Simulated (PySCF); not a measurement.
# DyH₁₀O₅ (+3): ligand-field states

Aim: compute the ligand-field states of DyH₁₀O₅ (+3).

Computed with PySCF 2.14.0 and routines of our own; the level stands in each step. Atoms count from 0.

### 1 The starting structure

16 atoms, charge 3, states of the metal's open shell are computed; geometry from: model geometry, bond lengths from ionic radii.

### 2 Ligand-field states: state-averaged CASSCF

The job: settings as JSON, then the geometry in Å.

```
{"job": {"kind": "lf", "basis": {"metal": "x2c-TZVPall", "ligand": "x2c-SVPall"}, "nevpt": false, "roots": {"6": 21, "4": 128, "2": 130}}, "charge": 3, "metal": "Dy", "open_shell": "f9"}
Dy     0.000000     0.000000     0.000000
O      0.000000     0.000000     2.252000
H      0.775000     0.000000     2.827000
H     -0.775000     0.000000     2.827000
O      0.000000     0.000000    -2.252000
H      0.775000     0.000000    -2.827000
H     -0.775000     0.000000    -2.827000
O      2.252000     0.000000     0.000000
H      2.827000     0.775000     0.000000
H      2.827000    -0.775000     0.000000
O     -1.126000     1.950289     0.000000
H     -2.084670     2.060754     0.000000
H     -0.742330     2.835754     0.000000
O     -1.126000    -1.950289     0.000000
H     -0.742330    -2.835754     0.000000
H     -2.084670    -2.060754     0.000000
```

Method: state-averaged CASSCF of the metal f shell, state-interaction spin-orbit coupling.

Started as:

```bash
> OMP_NUM_THREADS=1 python lf_run.py task.json out
```

The driver reads the jobs from task.json and runs them one after another.

What it wrote:

```text
basis functions 224, electrons 113, active (9e, 7o)
stage 1: DIIS on the effective Fock matrix, level shift 0.30
cycle   1  E = -12531.4904868093  dE = -1.253e+04  max|g| = 2.108e+00
cycle   2  E = -12532.2986106692  dE = -8.081e-01  max|g| = 1.714e-01
cycle   3  E = -12532.2519248463  dE =  4.669e-02  max|g| = 1.774e-01
cycle   4  E = -12532.3324684136  dE = -8.054e-02  max|g| = 1.165e-01
cycle   5  E = -12532.3363725321  dE = -3.904e-03  max|g| = 9.950e-02
cycle   6  E = -12532.3229394600  dE =  1.343e-02  max|g| = 1.855e-01
cycle   7  E = -12532.2587470423  dE =  6.419e-02  max|g| = 2.276e-01
cycle   8  E = -12532.0596344119  dE =  1.991e-01  max|g| = 4.760e-01
cycle   9  E = -12531.6677671392  dE =  3.919e-01  max|g| = 7.315e-01
cycle  10  E = -12530.6299797245  dE =  1.038e+00  max|g| = 1.209e+00
cycle  11  E = -12529.1300793662  dE =  1.500e+00  max|g| = 1.375e+00
cycle  12  E = -12527.8982351926  dE =  1.232e+00  max|g| = 1.739e+00
cycle  13  E = -12527.4185609604  dE =  4.797e-01  max|g| = 1.859e+00
cycle  14  E = -12526.8093679756  dE =  6.092e-01  max|g| = 1.989e+00
cycle  15  E = -12526.3243564548  dE =  4.850e-01  max|g| = 1.944e+00
stage 2: quasi-Newton rotations from the point of smallest gradient
cycle  17  E = -12532.3601802494  dE = -2.381e-02  max|g| = 2.572e-02
cycle  18  E = -12532.3605305995  dE = -3.504e-04  max|g| = 4.065e-02
cycle  19  E = -12532.3611526980  dE = -6.221e-04  max|g| = 3.743e-03
cycle  20  E = -12532.3611577599  dE = -5.062e-06  max|g| = 7.304e-04
cycle  21  E = -12532.3611582070  dE = -4.472e-07  max|g| = 1.572e-04
cycle  22  E = -12532.3611582446  dE = -3.756e-08  max|g| = 8.068e-05
cycle  23  E = -12532.3611582482  dE = -3.629e-09  max|g| = 8.264e-06
converged average energy = -12532.3611582482

 mult deg   label        CASSCF/cm-1   NEVPT2/cm-1
   6   1   6A1                 0.0
   6   1   6B2                 2.0
   6   1   6B1               420.4
   6   1   6A2               506.5
   6   1   6B1               644.4
   6   1   6A1               681.3
   6   1   6B2               761.0
   6   1   6A1               878.2
   6   1   6A2               955.3
   6   1   6B1              1043.6
   6   1   6B2              1074.2
   6   1   6B1              7770.3
   6   1   6B2              7944.0
   6   1   6A1              8050.4
   6   1   6A1              8058.9
   6   1   6B2              8181.2
   6   1   6A2              8195.9
   6   1   6B1              8207.8
   4   1   4B1             24796.4
   4   1   4A2             24802.3
   4   1   4B2             25045.7
   4   1   4A1             25065.2
   4   1   4B1             25125.6
   4   1   4A2             25127.0
   4   1   4B2             25132.4
   4   1   4A1             25151.7
   4   1   4A1             25177.3
   4   1   4B2             25181.2
   4   1   4A2             25188.8
   4   1   4B1             25257.9
   4   1   4B1             25280.2
   4   1   4A2             25288.6
   4   1   4B2             25300.6
   4   1   4A1             25346.5
   4   1   4B2             25368.9
   4   1   4B1             25373.8
   4   1   4A2             25436.4
   4   1   4B2             25456.5
   4   1   4A1             25467.6
   4   1   4B1             25484.8
   4   1   4B2             25518.2
   4   1   4A1             25522.6
   4   1   4A2             25575.1
   4   1   4B2             25613.1
   4   1   4A1             25614.5
   4   1   4B1             25624.9
   4   1   4A2             25656.7
   4   1   4B1             25663.1
   4   1   4A1             25681.3
   4   1   4B2             25695.4
   4   1   4A1             25732.1
   4   1   4B1             25815.7
   4   1   4A2             25835.7
   4   1   4B1             25911.6
   4   1   4A2             25912.9
   4   1   4B2             25923.1
   4   1   4A1             25924.2
   4   1   4A2             26408.9
   4   1   4B1             26412.6
   4   1   4B2             26568.8

spin-orbit levels / cm-1
      0.00  x2  6B2 0.47 6A1 0.47
    303.47  x2  6A2 0.28 6B1 0.27 6A1 0.19
    564.90  x2  6B1 0.26 6A2 0.18 6A1 0.14
    670.89  x2  6A1 0.36 6B1 0.20 6B1 0.11
    746.42  x2  6B2 0.28 6B1 0.26 6A1 0.14
    779.37  x2  6B2 0.23 6A2 0.23 6B1 0.17
    848.54  x2  6A1 0.28 6A2 0.19 6B1 0.14
    951.24  x2  6B1 0.34 6B2 0.30 6B2 0.09
   3624.15  x2  6B2 0.29 6A1 0.29 6A2 0.19
   3903.95  x2  6A1 0.24 6B2 0.23 6B2 0.17
   4035.94  x2  6B1 0.20 6A2 0.18 6B1 0.16
   4112.01  x2  6A2 0.18 6A1 0.17 6A1 0.16
   4165.55  x2  6A1 0.27 6B1 0.18 6A2 0.16
   4250.88  x2  6B1 0.23 6B2 0.22 6B1 0.17
   4332.86  x2  6B1 0.21 6A2 0.17 6B2 0.17
   6256.33  x2  6B1 0.21 6A2 0.20 6B2 0.18
   6389.15  x2  6A1 0.23 6B2 0.21 6A2 0.12
   6464.13  x2  6A1 0.14 6A2 0.13 6B2 0.12
   6569.01  x2  6B1 0.28 6B1 0.13 6A2 0.13
   6675.29  x2  6B2 0.25 6A1 0.24 6B2 0.14
   6815.68  x2  6B1 0.22 6A2 0.20 6A1 0.16
   8240.49  x2  6B1 0.19 6A2 0.16 6A1 0.13
   8303.72  x2  6B2 0.19 6A1 0.19 6A1 0.11
   8418.79  x2  6B1 0.14 6A1 0.12 6B2 0.11
   8524.46  x2  6B2 0.16 6B1 0.13 6B1 0.13
   8705.76  x2  6B1 0.18 6B2 0.17 6A1 0.17
   9742.55  x2  6B1 0.15 6A1 0.13 6A2 0.13
   9849.68  x2  6A1 0.21 6B2 0.20 6A2 0.10
   9958.11  x2  6B1 0.19 6A2 0.16 6B2 0.15
  10190.84  x2  6B1 0.18 6A2 0.16 6B2 0.15
```

Run time: 28 s. Hardware: 1 thread of AMD EPYC 9R45, shared host; peak memory 0.68 GiB.

Warnings kept with the result: spin Hamiltonian not valid, low-lying orbital states.

From this job:

```
             quantity      value
spin-orbit constant ζ  1939 cm⁻¹
```

Powder susceptibility:

```
T (K)  χT (cm³ K/mol)  μ(eff)
    2          12.356    9.94
    5          12.380    9.95
   10          12.420    9.97
   20          12.500   10.00
   30          12.579   10.03
   50          12.739   10.09
   75          12.929   10.17
  100          13.096   10.23
  150          13.349   10.33
  200          13.522   10.40
  250          13.645   10.45
  300          13.735   10.48
```

The fields below are evaluated on a grid from the run's orbitals.

The spin density lies nearest to Dy0 99 %.

### 3 Ligand-field states: state-averaged CASSCF (soc bare)

Settings changed since step 2:

```diff
@@ -1,2 +1,2 @@
-{"job": {"kind": "lf", "basis": {"metal": "x2c-TZVPall", "ligand": "x2c-SVPall"}, "nevpt": false, "roots": {"6": 21, "4": 128, "2": 130}}, "charge": 3, "metal": "Dy", "open_shell": "f9"}
+{"job": {"kind": "lf", "basis": {"metal": "x2c-TZVPall", "ligand": "x2c-SVPall"}, "nevpt": false, "roots": {"6": 21, "4": 128, "2": 130}, "soc": "bare"}, "charge": 3, "metal": "Dy", "open_shell": "f9"}
 Dy     0.000000     0.000000     0.000000
```

With the program's defaults for keys left out, this is: state-averaged CASSCF of the metal f shell, state-interaction spin-orbit coupling.

What it wrote:

```text
basis functions 224, electrons 113, active (9e, 7o)
stage 1: DIIS on the effective Fock matrix, level shift 0.30
cycle   1  E = -12531.4904868093  dE = -1.253e+04  max|g| = 2.108e+00
cycle   2  E = -12532.2986106692  dE = -8.081e-01  max|g| = 1.714e-01
cycle   3  E = -12532.2519248463  dE =  4.669e-02  max|g| = 1.774e-01
cycle   4  E = -12532.3324684135  dE = -8.054e-02  max|g| = 1.165e-01
cycle   5  E = -12532.3363725321  dE = -3.904e-03  max|g| = 9.950e-02
cycle   6  E = -12532.3229394600  dE =  1.343e-02  max|g| = 1.855e-01
cycle   7  E = -12532.2587470423  dE =  6.419e-02  max|g| = 2.276e-01
cycle   8  E = -12532.0596344119  dE =  1.991e-01  max|g| = 4.760e-01
cycle   9  E = -12531.6677671392  dE =  3.919e-01  max|g| = 7.315e-01
cycle  10  E = -12530.6299797244  dE =  1.038e+00  max|g| = 1.209e+00
cycle  11  E = -12529.1300793661  dE =  1.500e+00  max|g| = 1.375e+00
cycle  12  E = -12527.8982351925  dE =  1.232e+00  max|g| = 1.739e+00
cycle  13  E = -12527.4185609603  dE =  4.797e-01  max|g| = 1.859e+00
cycle  14  E = -12526.8093679754  dE =  6.092e-01  max|g| = 1.989e+00
cycle  15  E = -12526.3243564544  dE =  4.850e-01  max|g| = 1.944e+00
stage 2: quasi-Newton rotations from the point of smallest gradient
cycle  17  E = -12532.3601802494  dE = -2.381e-02  max|g| = 2.572e-02
cycle  18  E = -12532.3605305995  dE = -3.504e-04  max|g| = 4.065e-02
cycle  19  E = -12532.3611526981  dE = -6.221e-04  max|g| = 3.743e-03
cycle  20  E = -12532.3611577599  dE = -5.062e-06  max|g| = 7.304e-04
cycle  21  E = -12532.3611582071  dE = -4.472e-07  max|g| = 1.572e-04
cycle  22  E = -12532.3611582446  dE = -3.755e-08  max|g| = 8.068e-05
cycle  23  E = -12532.3611582482  dE = -3.638e-09  max|g| = 8.264e-06
converged average energy = -12532.3611582482

 mult deg   label        CASSCF/cm-1   NEVPT2/cm-1
   6   1   6A1                 0.0
   6   1   6B2                 2.0
   6   1   6B1               420.4
   6   1   6A2               506.5
   6   1   6B1               644.4
   6   1   6A1               681.3
   6   1   6B2               761.0
   6   1   6A1               878.2
   6   1   6A2               955.3
   6   1   6B1              1043.6
   6   1   6B2              1074.2
   6   1   6B1              7770.3
   6   1   6B2              7944.0
   6   1   6A1              8050.4
   6   1   6A1              8058.9
   6   1   6B2              8181.2
   6   1   6A2              8195.9
   6   1   6B1              8207.8
   4   1   4B1             24796.4
   4   1   4A2             24802.3
   4   1   4B2             25045.7
   4   1   4A1             25065.2
   4   1   4B1             25125.6
   4   1   4A2             25127.0
   4   1   4B2             25132.4
   4   1   4A1             25151.7
   4   1   4A1             25177.3
   4   1   4B2             25181.2
   4   1   4A2             25188.8
   4   1   4B1             25257.9
   4   1   4B1             25280.2
   4   1   4A2             25288.6
   4   1   4B2             25300.6
   4   1   4A1             25346.5
   4   1   4B2             25368.9
   4   1   4B1             25373.8
   4   1   4A2             25436.4
   4   1   4B2             25456.5
   4   1   4A1             25467.6
   4   1   4B1             25484.8
   4   1   4B2             25518.2
   4   1   4A1             25522.6
   4   1   4A2             25575.1
   4   1   4B2             25613.1
   4   1   4A1             25614.5
   4   1   4B1             25624.9
   4   1   4A2             25656.7
   4   1   4B1             25663.1
   4   1   4A1             25681.3
   4   1   4B2             25695.4
   4   1   4A1             25732.1
   4   1   4B1             25815.7
   4   1   4A2             25835.7
   4   1   4B1             25911.6
   4   1   4A2             25912.9
   4   1   4B2             25923.1
   4   1   4A1             25924.2
   4   1   4A2             26408.9
   4   1   4B1             26412.6
   4   1   4B2             26568.8

spin-orbit levels / cm-1
      0.00  x2  6B2 0.42 6A1 0.42 4A2 0.07
    317.09  x2  6A2 0.26 6B1 0.25 6A1 0.15
    571.74  x2  6B1 0.23 6A2 0.16 6A1 0.13
    665.26  x2  6A1 0.32 6B1 0.18 6B1 0.09
    740.01  x2  6B2 0.23 6B1 0.21 6A1 0.14
    760.75  x2  6B2 0.21 6A2 0.21 6B1 0.15
    831.97  x2  6A1 0.25 6A2 0.18 6B1 0.13
    919.20  x2  6B1 0.31 6B2 0.27 6B2 0.08
   7632.69  x2  6B2 0.29 6A1 0.29 6A2 0.16
   7915.61  x2  6A1 0.21 6B2 0.21 6B2 0.16
   8050.63  x2  6B1 0.21 6A2 0.17 6B1 0.15
   8122.57  x2  6A2 0.18 6A1 0.17 6A1 0.16
   8170.02  x2  6A1 0.27 6B1 0.18 6A2 0.15
   8255.05  x2  6B1 0.22 6B2 0.22 6B1 0.16
   8335.95  x2  6B1 0.19 6A2 0.16 6B2 0.16
  11232.08  x2  6B2 0.13 6A1 0.13 6B2 0.09
  11315.67  x2  6A2 0.14 6A1 0.12 6B2 0.12
  11357.78  x2  6A1 0.10 6A2 0.08 6A1 0.06
  11512.16  x2  6B1 0.17 6B1 0.13 6A2 0.09
  11586.20  x2  6A1 0.16 6B2 0.13 6B1 0.11
  11681.98  x2  6B2 0.14 6B1 0.14 6B1 0.11
  13222.76  x2  6A1 0.11 6B1 0.09 6A2 0.08
  13231.18  x2  6B2 0.13 6A1 0.12 6A2 0.08
  13303.24  x2  6B2 0.14 6A2 0.10 6A1 0.09
  13350.72  x2  6A1 0.11 6B1 0.10 6B1 0.09
  13541.60  x2  6B2 0.21 6A1 0.08 6B2 0.08
  13728.82  x2  6B2 0.22 6B1 0.22 6B2 0.07
  13740.33  x2  6B1 0.19 6A1 0.16 6B2 0.09
  13770.49  x2  6B2 0.14 6A1 0.14 6A2 0.11
  13816.21  x2  6A1 0.20 6B2 0.17 6A1 0.13
```

Wall time 20 s (1 thread of AMD EPYC 9R45, shared host); peak memory 0.69 GiB.

Warnings kept with the result: spin Hamiltonian not valid, low-lying orbital states.

In short:

```
             quantity      value
spin-orbit constant ζ  3702 cm⁻¹
```

Powder susceptibility:

```
T (K)  χT (cm³ K/mol)  μ(eff)
    2          12.062    9.82
   20          12.193    9.87
  100          12.743   10.10
  300          13.380   10.34
```

### 4 The runs side by side

From the CASSCF states (cm⁻¹; the spread is that of the fitted one-electron ligand-field levels):

```
step   setting  ground state  next state  orbital spread     ζ  μ(eff), 300 K
   2  as given           6A1    6B2 at 2            1326  1939          10.48
   3  soc bare           6A1    6B2 at 2            1326  3702          10.34
```

### 5 Outcome

```
                                                         quantity        value
            spin-orbit constant ζ (step 2, state-averaged CASSCF)    1939 cm⁻¹
ground multiplicity, μ(eff) at 300 K (step 2, 5 donors at 2.25 Å)  6, 10.48 μB
ground multiplicity, μ(eff) at 300 K (step 3, 5 donors at 2.25 Å)  6, 10.34 μB
```

**Reading.** In step 2, χT goes from 12.36 at 2 K to 13.73 cm³ K/mol at 300 K, as higher levels fill or mix in. The bare spin-orbit operator lacks the screening by other electrons, so its ζ comes out too large.
